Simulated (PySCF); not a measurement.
# BeAs−: from the state search to spectroscopic constants

One job finds the state of BeAs−, follows it along the bond with each method and fits the curves.

Program: PySCF 2.14.0. Level of theory: Be aug-pcseg-1, As aug-pcseg-1, no relativity. These are calculated values, not measurements.

2 further runs of the same task are left out: 2 set aside as unsound or not needed.

### Step 1. Set-up

A driver script around PySCF takes these settings:

```json
{"atoms": "Be, As", "charge": "-1", "basis": "Be aug-pcseg-1, As aug-pcseg-1", "Hamiltonian": "no relativity", "basis functions": "49", "electrons treated": "38", "masses in u": "9.0122, 74.9216", "levels": "PBE0, PBE, r²SCAN, revPBE, M06-L, r²SCAN0, LC-ωPBE, MP2, SCS-MP2, CCSD, CCSD(T)", "grid": "80 radial by 434 angular points", "occupations": "held fixed by the projection of orbital angular momentum", "dissociation limit": "Be + As−, each in its ground configuration", "starting distance in angstrom": "2.235", "values of 2S to try": "0, 2"}
```

Command:

```sh
OMP_NUM_THREADS=1 python dia.py task.json out
```

Further steps of the session: PBE0 along the bond; Higher solutions at PBE0; PBE (GGA); r²SCAN (meta-GGA); revPBE; M06-L (meta-GGA); r²SCAN0 (hybrid meta-GGA); LC-ωPBE; Adding correlation.

What does the calculation give? Wanted: for each run, Re; ωe; De; μ.

The runs gave:

Lowest PBE0 solution found, without spin–orbit coupling: ³Π (triplet), unpaired electrons σ ↑, π ↑. State 2 has its PBE0 minimum 0.06 eV higher, as a spin-mixed determinant (⟨S²⟩ = 1.02), so this is no gap between pure states. State 3 has its PBE0 minimum 0.38 eV higher. The other levels ran on the lowest alone.

| level | Re (Å) | ωe (cm⁻¹) | De (eV) | μ (D) |
| --- | --- | --- | --- | --- |
| UHF-MP2 | 2.096 | 617 | 1.95 | n/a |
| UHF-SCS-MP2 | 2.103 | 604 | 1.78 | n/a |
| UHF-CCSD | 2.107 | 588 | 1.49 | n/a |
| UHF-CCSD(T) | 2.115 | 581 | 1.59 | n/a |
| PBE | 2.085 | 603 | 2.45 | 3.30 |
| revPBE | 2.096 | 593 | 2.28 | 3.31 |
| r²SCAN | 2.076 | 620 | 2.52 | 2.92 |
| M06-L | 2.069 | 624 | 2.50 | 3.28 |
| PBE0 | 2.071 | 624 | 2.36 | 2.92 |
| r²SCAN0 | 2.067 | 630 | 2.41 | 2.66 |
| LC-ωPBE | 2.044 | 658 | 2.24 | 2.41 |

De is counted to Be + As− in their ground configurations. A positive dipole points from Be to As; in an ion it is taken about the centre of mass and does not tell which atom is negative.

Differences from CCSD(T) in the same basis:

| level | Re (mÅ) | ωe (%) |
| --- | --- | --- |
| UHF-MP2 | -19 | +6.3 |
| UHF-SCS-MP2 | -12 | +4.0 |
| UHF-CCSD | -8 | +1.3 |
| PBE | -30 | +3.8 |
| revPBE | -19 | +2.1 |
| r²SCAN | -40 | +6.7 |
| M06-L | -46 | +7.3 |
| PBE0 | -45 | +7.5 |
| r²SCAN0 | -48 | +8.5 |
| LC-ωPBE | -71 | +13.3 |

Against CCSD(T) in the same basis, the bond length is nearest at UHF-CCSD (-8 mÅ) and farthest at LC-ωPBE (-71 mÅ); the wavenumber is nearest at UHF-CCSD (+1.3 %) and farthest at LC-ωPBE (+13.3 %). CCSD(T) in a basis this small is itself some way from its limit, more so than the functionals. Of the levels with a De here, UHF-CCSD gives the least (1.49 eV) and r²SCAN the most (2.52 eV).

Correlated steps freeze 9 core orbitals. With some functionals the highest level of the anion is positive, from self-interaction error or because the anion is truly unbound there; the finite basis then holds the extra electron, and no neutral molecule was run to test the binding.
